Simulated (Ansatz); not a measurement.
# BeNaH (singlet): from Hartree-Fock to the top rungs at distance Be1–H3 = 4.566 Å, cc-pVTZ

One table from this session's results is given with a row withheld; the runs are named, their logs left out.

Computed with Ansatz 0.2.0, Gaussian basis. Level: cc-pVTZ, core rule «outside noble gas», up to 6 orbitals frozen.

The runs, in order: UHF; CCSD(T) on RHF; CCSD(T) on UHF; BCCD(T) on RHF; CCSDT(Q) on RHF; CCSDT(Q) on UHF; Full CI.

34 further runs of the same task are left out: 22 for a known fault of the program, 10 that didn't finish, 2 set aside as unsound or not needed. Runs told in other sessions of the task aren't counted.

## The geometry

The geometry derives from a PBE0/def2-TZVP stationary point (not a proven minimum). One bond is set to the value named and the two fragments are kept rigid.

3 atoms, charge 0, spin multiplicity 1.

Atoms are counted from 1 here; the program's logs count them from 0.

No contacts short enough for the rule that draws bonds.

Geometry (Å):

```xyz
3
BeHNa
Be    0.0000    0.0000   -0.6295
Na    0.0000    0.0000   -3.3069
H     0.0000    0.0000    3.9365
```

The first run:

in.yaml reads:

```yaml
crystal:
  periodic: [false, false, false]
  atoms:
    - {symbol: Be, position_ang: [0.000000, 0.000000, -0.629533]}
    - {symbol: Na, position_ang: [0.000000, 0.000000, -3.306933]}
    - {symbol: H, position_ang: [0.000000, 0.000000, 3.936467]}
basis:
  gaussian: {orbitals: cc-pVTZ}
magnetization: {spin_polarized: true, initial_magnetization: 0}
hamiltonian: {xc: hf}
output: {orbitals: {seedname: orbitals}}
```

Launch:

```bash
$ ansatz run in.yaml --threads 1 --pin off --events-out ev --progress --plain --max-ram 2393MiB
```

Steps of the session up to this table: UHF; CCSD(T) on RHF; CCSD(T) on UHF; BCCD(T) on RHF; CCSDT(Q) on RHF; CCSDT(Q) on UHF; Full CI.

One of the session's tables, all rows but one given; the rest of the session is left out.

| method | from FCI (kJ/mol) |
| --- | --- |
| RHF | +358.1 |
| UHF | +133.9 |
| RMP2 | +174.2 |
| UMP2 | +58.1 |
| RCCSD | +29.4 |
| UCCSD | +5.9 |
| RCCSD(T) | -62.4 |
| UCCSD(T) | ? |
| BCCD(T) | -4.8 |
| RCCSDT | +0.8 |
| UCCSDT | +1.0 |
| RCCSDT(Q) | -3.2 |
| UCCSDT(Q) | +0.9 |
| FCI | 0 |

**Question.** Estimate the row for UCCSD(T).

**Answer.** from FCI (kJ/mol): +2.7. In the column «from FCI (kJ/mol)» it lies between UCCSDT (+1.0) and UCCSD (+5.9).

The program flags RCCSD(T), BCCD(T), RCCSDT(Q) as in doubt (see the logs), so those rows may rest on another solution.

Caveats from the session: The determinant of CCSD(T) (⟨S²⟩ 1.14) is far from a pure spin state, so its energy mixes those of several spin states; high orders of coupled cluster remove much of that, low ones don't. The report flags that the cluster equations may have other roots. The determinant of CCSDT(Q) (⟨S²⟩ 1.14) is far from a pure spin state, so its energy mixes those of several spin states; high orders of coupled cluster remove much of that, low ones don't. The program flags RCCSD(T), BCCD(T), RCCSDT(Q) as in doubt, so those rows may rest on another solution. RCCSD(T), BCCD(T), RCCSDT(Q) fall below full CI, which methods that aren't variational can do. Restricted and unrestricted rows rest on different reference determinants; a gap between their highest levels can come from leftover correlation error, from unlike frozen cores or from another state.
